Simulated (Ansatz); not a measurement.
# ZrB2: the cost of one run

Program: Ansatz 0.2.0. Level of theory: DFT LDA, scalar-relativistic. These are calculated values, not measurements.

## 1. The system as given

Symmetry: P6/mmm, No. 191, hexagonal system. Conventional cell: a = 3.165 Å, b = 3.165 Å, c = 3.520 Å, α = 90.00°, β = 90.00°, γ = 120.00°. Zr (site symmetry 6/mmm) has 12 B at 2.54 Å as nearest neighbours. Around B (site symmetry -6m2) lie 3 B at 1.83 Å and 6 Zr at 2.54 Å.

Coordinates:

```cif
data_structure
_symmetry_space_group_name_H-M 'P6/mmm'
_symmetry_Int_Tables_number 191
_cell_length_a 3.1650
_cell_length_b 3.1650
_cell_length_c 3.5200
_cell_angle_alpha 90.000
_cell_angle_beta 90.000
_cell_angle_gamma 120.000
_cell_volume 30.54
loop_
_atom_site_label
_atom_site_type_symbol
_atom_site_symmetry_multiplicity
_atom_site_Wyckoff_symbol
_atom_site_fract_x
_atom_site_fract_y
_atom_site_fract_z
_atom_site_occupancy
Zr1 Zr 1 a 0.00000 0.00000 0.00000 1
B1 B 2 d 0.33333 0.66667 0.50000 1
```

The file gives the conventional cell by its symmetry; the runs use the cell typed in the input.

Atoms are numbered in the order of the input: Zr1, B2, B3.

## 2. After the deformation

Space group P6/mmm before, P6/mmm after.

## 3. LAPW, all electrons

File input.yaml:

```yaml
crystal:
  lattice:
    - [3.2599498203, 0.0, 0.0]
    - [-1.6299749102, 2.8231993595, 0.0]
    - [0.0, 0.0, 3.52]
  atoms:
    - { symbol: Zr, position: [0.0, 0.0, 0.0] }
    - { symbol: B, position: [0.3333333333, 0.6666666667, 0.5] }
    - { symbol: B, position: [0.6666666667, 0.3333333333, 0.5] }
kpoints:
  mp_grid: { grid: [12, 12, 9] }
  band_path:
    path:
      - [0.0, 0.0, 0.0]
      - [0.5, 0.0, 0.0]
      - [0.3333333333, 0.3333333333, 0.0]
      - [0.0, 0.0, 0.0]
      - [0.0, 0.0, 0.5]
      - [0.5, 0.0, 0.5]
      - [0.3333333333, 0.3333333333, 0.5]
      - [0.0, 0.0, 0.5]
      - [0.5, 0.0, 0.5]
    npoints: 5
scf:
  occupations: { method: fermi_dirac, width: 0.05 }
hamiltonian:
  xc: lda
  pseudopotentials: { kind: all_electron, lapw: { basis_error: 0.001 } }
output:
  forces: true
  stress: true
  eigenvalues: true
```

Launch:

```bash
$ ansatz run input.yaml --threads 1 --pin off --max-ram 6144MiB --backend cpu --events-out ev --progress --plain --runs-dir out
```

What time and memory should one allow on 1 thread of Arm Neoverse V1, shared host?

About 18 s, with a peak of 0.36 GiB.
